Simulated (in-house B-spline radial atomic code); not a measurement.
# Pt⁺: a fraction of an electron moved 4d → 5f

Aim: the energy of Pt⁺ as a fraction of an electron is moved 4d → 5f, to see how far it bends away from a straight line.

Program: in-house B-spline radial atomic code version 1. Level of theory: scalar-relativistic (spin-free one-electron X2C) PW91, spin-polarised, spherical fractional occupations, Fermi nucleus, basis-set limit. These are calculated values, not measurements, unless marked.

### Step 1. The atom as given

```
element       : platinum (Z = 78)
charge        : +1
electrons     : 77
configuration : [Xe] 4f14 5d9
Hamiltonian   : scalar-relativistic (X2C)
nucleus       : Fermi, rms radius 5.427 fm
```

The outer shells:

[Xe] 4f14 5d9
```
[Xe] core
4f [↑↓][↑↓][↑↓][↑↓][↑↓][↑↓][↑↓]
5d [↑↓][↑↓][↑↓][↑↓][↑ ]
```

Where spins are not typed, each open shell is filled with up spins first.

### Step 2. The start, at fraction 0

Settings of the run:

```ini
Z = 78
electrons = 77.0
configuration = [Xe] 4f14 5d9
hamiltonian = x2c
method = pw91,pw91
spin_polarised = True
nucleus = fermi
rms_radius = 5.427
mass_number = 195
atomic_mass = 194.964794325
speed_of_light = 137.035999084
```

### Step 3. 0.125 electron moved 4d → 5f

Settings: those of step 2 with these lines changed.

```diff
@@ -2,3 +2,3 @@
 electrons = 77.0
-configuration = [Xe] 4f14 5d9
+configuration = [Kr] 4d9.875 4f14 5s2 5p6 5d9 5f0.125
 hamiltonian = x2c
```

### Step 4. 0.25 electron moved 4d → 5f

Settings: those of step 3 with these lines changed.

```diff
@@ -2,3 +2,3 @@
 electrons = 77.0
-configuration = [Kr] 4d9.875 4f14 5s2 5p6 5d9 5f0.125
+configuration = [Kr] 4d9.75 4f14 5s2 5p6 5d9 5f0.25
 hamiltonian = x2c
```

### Step 5. 0.375 electron moved 4d → 5f

Settings: those of step 4 with these lines changed.

```diff
@@ -2,3 +2,3 @@
 electrons = 77.0
-configuration = [Kr] 4d9.75 4f14 5s2 5p6 5d9 5f0.25
+configuration = [Kr] 4d9.625 4f14 5s2 5p6 5d9 5f0.375
 hamiltonian = x2c
```

### Step 6. 0.5 electron moved 4d → 5f

Settings: those of step 5 with these lines changed.

```diff
@@ -2,3 +2,3 @@
 electrons = 77.0
-configuration = [Kr] 4d9.625 4f14 5s2 5p6 5d9 5f0.375
+configuration = [Kr] 4d9.5 4f14 5s2 5p6 5d9 5f0.5
 hamiltonian = x2c
```

### Step 7. 0.625 electron moved 4d → 5f

Settings: those of step 6 with these lines changed.

```diff
@@ -2,3 +2,3 @@
 electrons = 77.0
-configuration = [Kr] 4d9.5 4f14 5s2 5p6 5d9 5f0.5
+configuration = [Kr] 4d9.375 4f14 5s2 5p6 5d9 5f0.625
 hamiltonian = x2c
```

### Step 8. 0.75 electron moved 4d → 5f

Settings: those of step 7 with these lines changed.

```diff
@@ -2,3 +2,3 @@
 electrons = 77.0
-configuration = [Kr] 4d9.375 4f14 5s2 5p6 5d9 5f0.625
+configuration = [Kr] 4d9.25 4f14 5s2 5p6 5d9 5f0.75
 hamiltonian = x2c
```

### Step 9. 0.875 electron moved 4d → 5f

Settings: those of step 8 with these lines changed.

```diff
@@ -2,3 +2,3 @@
 electrons = 77.0
-configuration = [Kr] 4d9.25 4f14 5s2 5p6 5d9 5f0.75
+configuration = [Kr] 4d9.125 4f14 5s2 5p6 5d9 5f0.875
 hamiltonian = x2c
```

### Step 10. 1 electron moved 4d → 5f

Settings: those of step 9 with these lines changed.

```diff
@@ -2,3 +2,3 @@
 electrons = 77.0
-configuration = [Kr] 4d9.125 4f14 5s2 5p6 5d9 5f0.875
+configuration = [Kr] 4d9 4f14 5s2 5p6 5d9 5f1
 hamiltonian = x2c
```

**Question.** How does the energy change with the fraction, and which way and how far does it bend from the straight line between the ends?

As calculated:

| fraction | energy change (eV) | less the straight line (eV) | level 4d down (eV) | level 5f up (eV) | sum of <r²> (bohr²) |
| --- | --- | --- | --- | --- | --- |
| 0 | 0.0000 | 0.0000 | -314.23 | empty | 49.033 |
| 0.125 | 39.2697 | -1.0786 | -316.89 | -1.594 | 68.747 |
| 0.25 | 78.8333 | -1.8632 | -319.55 | -1.810 | 83.120 |
| 0.375 | 118.7057 | -2.3391 | -322.21 | -1.981 | 93.869 |
| 0.5 | 158.8905 | -2.5026 | -324.87 | -2.131 | 102.13 |
| 0.625 | 199.3899 | -2.3514 | -327.53 | -2.267 | 108.70 |
| 0.75 | 240.2056 | -1.8840 | -330.18 | -2.394 | 113.74 |
| 0.875 | 281.3377 | -1.1001 | -332.84 | -2.513 | 117.48 |
| 1 | 322.7861 | 0.0000 | -335.48 | -2.624 | 120.22 |

What this shows: From fraction 0 to 1 the energy changes by 322.786 eV. It sags under the straight line by up to 2.50 eV (at 0.5). Slater's transition state, the slope from the orbital energies at fraction 0.5 (Janak's theorem), gives 322.734 eV for the whole step.
